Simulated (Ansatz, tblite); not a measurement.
# C19H21N3S3Si2: rung by rung

How do method and basis change the picture of C19H21N3S3Si2 (singlet)?

Program: Ansatz 0.2.0, Gaussian basis. Level of theory: as each input shows. These are calculated values, not measurements.

Plan: GFN1-xTB, GFN2-xTB, PBE-D4/def2-TZVP, r2SCAN-D4/def2-TZVP, LDA/def2-TZVP, B97M-V/def2-TZVP, PBE-QIDH/def2-TZVP, PBE-D4/def2-SVP, PBE0-D4/def2-SVP, HF/STO-3G, HF/6-31G, B3LYP-D4/6-31G, MP2/def2-SVP, RPA/def2-SVP.

## Step 1: The relaxed structure

The singlet was relaxed beforehand with r2SCAN-D4/def2-SVP.

SMILES `C[Si](C)(C)C#Cc1cnc(-c2cnc(-c3cnc(C#C[Si](C)(C)C)s3)s2)s1`, 48 atoms, charge 0, spin multiplicity 1.

Bond lengths: C1–Si2 1.878 Å, C1–H28 1.102 Å, C1–H29 1.102 Å, C1–H30 1.103 Å, Si2–C3 1.878 Å, Si2–C4 1.878 Å, Si2–C5 1.847 Å, C3–H31 1.102 Å, C3–H32 1.103 Å, C3–H33 1.102 Å, C4–H34 1.102 Å, C4–H35 1.102 Å, C4–H36 1.103 Å, C5–C6 1.231 Å, C6–C7 1.402 Å, C7–C8 1.395 Å, C7–S27 1.750 Å, C8–N9 1.347 Å and more. Angles: Si2–C1–H28 111.3°, Si2–C1–H29 111.3°, Si2–C1–H30 110.6°, H28–C1–H29 107.8°, H28–C1–H30 107.9°, H29–C1–H30 107.9°, C1–Si2–C3 110.5°, C1–Si2–C4 110.7°, C1–Si2–C5 108.5°, C3–Si2–C4 110.7°, C3–Si2–C5 108.5°, C4–Si2–C5 107.9°, Si2–C3–H31 111.2°, Si2–C3–H32 110.6°, Si2–C3–H33 111.3°, H31–C3–H32 107.9°, H31–C3–H33 107.8°, H32–C3–H33 107.9° and more.

PBE0-D4/def2-TZVP was run before; its log isn't repeated, and its numbers join the tables.

## Step 2: GFN1-xTB

Tight binding, by tblite at 300 K electronic temperature and without a spin-polarisation term:

```python
tblite.interface.Calculator('GFN1-xTB', numbers, positions, charge=0, uhf=0).singlepoint()
```

Energy -2061.2905 eV, HOMO -10.75 eV, LUMO -8.98 eV; 0.15 s.

## Step 3: GFN2-xTB

Tight binding, by tblite at 300 K electronic temperature and without a spin-polarisation term:

```python
tblite.interface.Calculator('GFN2-xTB', numbers, positions, charge=0, uhf=0).singlepoint()
```

Energy -1992.0964 eV, HOMO -10.21 eV, LUMO -8.47 eV; 0.15 s.

## Step 4: PBE-D4/def2-TZVP

start.molden holds the orbitals of an earlier run on this state, given as this run's starting guess.

in.yaml reads:

```yaml
crystal:
  periodic: [false, false, false]
  atoms:
    - {symbol: C, position_ang: [-8.754970, 0.030052, 2.429267]}
    - {symbol: Si, position_ang: [-8.648718, -0.768236, 0.732420]}
    - {symbol: C, position_ang: [-8.681976, -2.640257, 0.881778]}
    - {symbol: C, position_ang: [-10.042645, -0.166093, -0.372936]}
    - {symbol: C, position_ang: [-7.050697, -0.271272, -0.048850]}
    - {symbol: C, position_ang: [-5.995091, 0.066950, -0.583860]}
    - {symbol: C, position_ang: [-4.801822, 0.459096, -1.205915]}
    - {symbol: C, position_ang: [-4.627733, 1.129990, -2.416264]}
    - {symbol: N, position_ang: [-3.359215, 1.388333, -2.787767]}
    - {symbol: C, position_ang: [-2.492620, 0.938145, -1.901154]}
    - {symbol: C, position_ang: [-1.069067, 1.083739, -2.056691]}
    - {symbol: C, position_ang: [-0.416231, 1.696237, -3.123608]}
    - {symbol: N, position_ang: [0.929488, 1.721024, -3.065515]}
    - {symbol: C, position_ang: [1.380152, 1.140858, -1.971605]}
    - {symbol: C, position_ang: [2.779785, 1.027290, -1.656956]}
    - {symbol: C, position_ang: [3.831802, 1.501382, -2.439962]}
    - {symbol: N, position_ang: [5.074145, 1.293002, -1.964177]}
    - {symbol: C, position_ang: [5.050335, 0.657664, -0.808358]}
    - {symbol: C, position_ang: [6.173008, 0.286665, -0.045916]}
    - {symbol: C, position_ang: [7.150944, -0.039368, 0.624080]}
    - {symbol: Si, position_ang: [8.672438, -0.496176, 1.573491]}
    - {symbol: C, position_ang: [9.624336, 1.082343, 1.928465]}
    - {symbol: C, position_ang: [8.144282, -1.334385, 3.167764]}
    - {symbol: C, position_ang: [9.688668, -1.660816, 0.508126]}
    - {symbol: S, position_ang: [3.420830, 0.273203, -0.235814]}
    - {symbol: S, position_ang: [0.114675, 0.509737, -0.921764]}
    - {symbol: S, position_ang: [-3.223980, 0.147463, -0.516341]}
    - {symbol: H, position_ang: [-8.717140, 1.128670, 2.356816]}
    - {symbol: H, position_ang: [-7.923954, -0.293662, 3.076116]}
    - {symbol: H, position_ang: [-9.699300, -0.244973, 2.928446]}
    - {symbol: H, position_ang: [-8.600433, -3.121131, -0.106030]}
    - {symbol: H, position_ang: [-9.624869, -2.975381, 1.345709]}
    - {symbol: H, position_ang: [-7.850032, -3.006482, 1.504303]}
    - {symbol: H, position_ang: [-10.017991, 0.929516, -0.486126]}
    - {symbol: H, position_ang: [-9.975465, -0.610838, -1.378663]}
    - {symbol: H, position_ang: [-11.021909, -0.440482, 0.053834]}
    - {symbol: H, position_ang: [-5.465005, 1.439993, -3.045786]}
    - {symbol: H, position_ang: [-0.954303, 2.135258, -3.966116]}
    - {symbol: H, position_ang: [3.670652, 2.015847, -3.389469]}
    - {symbol: H, position_ang: [10.550457, 0.858820, 2.484215]}
    - {symbol: H, position_ang: [9.026710, 1.783423, 2.532437]}
    - {symbol: H, position_ang: [9.904327, 1.595673, 0.994820]}
    - {symbol: H, position_ang: [7.560884, -2.247082, 2.967026]}
    - {symbol: H, position_ang: [9.027637, -1.622050, 3.762185]}
    - {symbol: H, position_ang: [7.524449, -0.665896, 3.786308]}
    - {symbol: H, position_ang: [10.616198, -1.951398, 1.029472]}
    - {symbol: H, position_ang: [9.129103, -2.580092, 0.273038]}
    - {symbol: H, position_ang: [9.969892, -1.184310, -0.444472]}
basis:
  gaussian: {orbitals: def2-TZVP, fitting: {mean_field: def2-universal-jkfit}, initial_orbitals: start.molden}
hamiltonian: {xc: pbe, dispersion: d4}
scf: {omitted_lower_state_checks: [starts]}
output: {forces: true, orbitals: {seedname: orbitals}}
```

On the command line:

```console
$ ansatz run in.yaml --threads 2 --pin off --events-out ev --progress --plain --max-ram 32768MiB --backend cuda --devices 0, --max-vram 18GiB
```

After this run come: r2SCAN-D4/def2-TZVP; LDA/def2-TZVP; B97M-V/def2-TZVP; PBE-QIDH/def2-TZVP; PBE-D4/def2-SVP; PBE0-D4/def2-SVP; HF/STO-3G; HF/6-31G; B3LYP-D4/6-31G; MP2/def2-SVP; RPA/def2-SVP.

Q: Predict the results of all the runs planned. Wanted: gap in def2-TZVP, named functionals, smallest and largest; correlation energy, MP2/def2-SVP; binding an atom, functionals in def2-TZVP; PBE0 total energy, smallest basis above largest.

**Answer**, as computed:

| quantity | value |
| --- | --- |
| gap in def2-TZVP, named functionals, smallest and largest | 1.85 eV (LDA), 3.21 eV (PBE0-D4) |
| correlation energy, MP2/def2-SVP | -97.86 eV |
| binding an atom, functionals in def2-TZVP | 4.66 (B97M-V) to 5.40 eV (LDA) |
| PBE0 total energy, smallest basis above largest | 43.20 eV (def2-SVP, def2-TZVP) |

What this shows: Orbital gaps of the named functionals in def2-TZVP span 1.85 eV (LDA) to 3.21 eV (PBE0-D4); exact exchange widens it.
